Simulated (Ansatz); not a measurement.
# BGeO+ (singlet): from Hartree-Fock to the top rungs, cc-pVDZ

The task here is to estimate one member of a computed series from the others.

Program: Ansatz 0.2.0, Gaussian basis. Level of theory: cc-pVDZ, core rule «outside noble gas», up to 16 orbitals frozen. These are calculated values, not measurements.

The runs, in order: UHF; CCSD(T) on RHF; BCCD(T) on RHF; CISD; CCSDT(Q) on RHF; CASSCF and MRCISD+Q, 10 electrons in 11 orbitals; CASSCF and NEVPT2, 10 electrons in 11 orbitals.

15 further runs of the same task are left out: 7 that didn't finish, 8 set aside as unsound or not needed. Runs told in other sessions of the task aren't counted.

## The geometry

The geometry is a PBE0/def2-TZVP stationary point (not a proven minimum) of the parent state, kept for this charge and spin. No spin-orbit coupling is included. The filled d shell of Ge may be among the frozen orbitals whatever the setting's name suggests.

3 atoms, charge 1, spin multiplicity 1.

Atoms are counted from 1 here; the program's logs count them from 0.

Bond lengths: Ge1–B2 2.094 Å, B2–O3 1.207 Å. Angles: Ge1–B2–O3 180.0°.

The first run:

The input, in.yaml:

```yaml
crystal:
  periodic: [false, false, false]
  atoms:
    - {symbol: Ge, position_ang: [0.000000, 0.000000, 1.798600]}
    - {symbol: B, position_ang: [0.000000, 0.000000, -0.295700]}
    - {symbol: O, position_ang: [0.000000, 0.000000, -1.502900]}
basis:
  gaussian: {orbitals: cc-pVDZ}
total_charge: 1
magnetization: {spin_polarized: true, initial_magnetization: 0}
hamiltonian: {xc: hf}
output: {orbitals: {seedname: orbitals}}
```

Started as:

```bash
$ ansatz run in.yaml --threads 1 --pin off --events-out ev --progress --plain --max-ram 2393MiB
```

Among the steps run: UHF; CCSD(T) on RHF; BCCD(T) on RHF; CISD; CCSDT(Q) on RHF; CASSCF and MRCISD+Q, 10 electrons in 11 orbitals; CASSCF and NEVPT2, 10 electrons in 11 orbitals.

One table of the session follows, with a row left open; its other results are not shown here.

It belongs to the step «Misses and costs». 

```
          method  from RCCSDT(Q) (meV)
             RHF                     ?
            RMP2                +871.1
            CISD               +1323.1
           RCCSD                +438.8
        RCCSD(T)                 +72.3
         BCCD(T)                 +69.9
          RCCSDT                 +46.1
       RCCSDT(Q)                     0
  CASSCF valence               +4722.5
  NEVPT2 valence                +941.0
  MRCISD valence                +317.5
MRCISD+Q valence                 +75.6
```

**Question.** Estimate the row for RHF.

The run gave: from RCCSDT(Q) (meV): +9435.8. In the column «from RCCSDT(Q) (meV)» it is the highest.
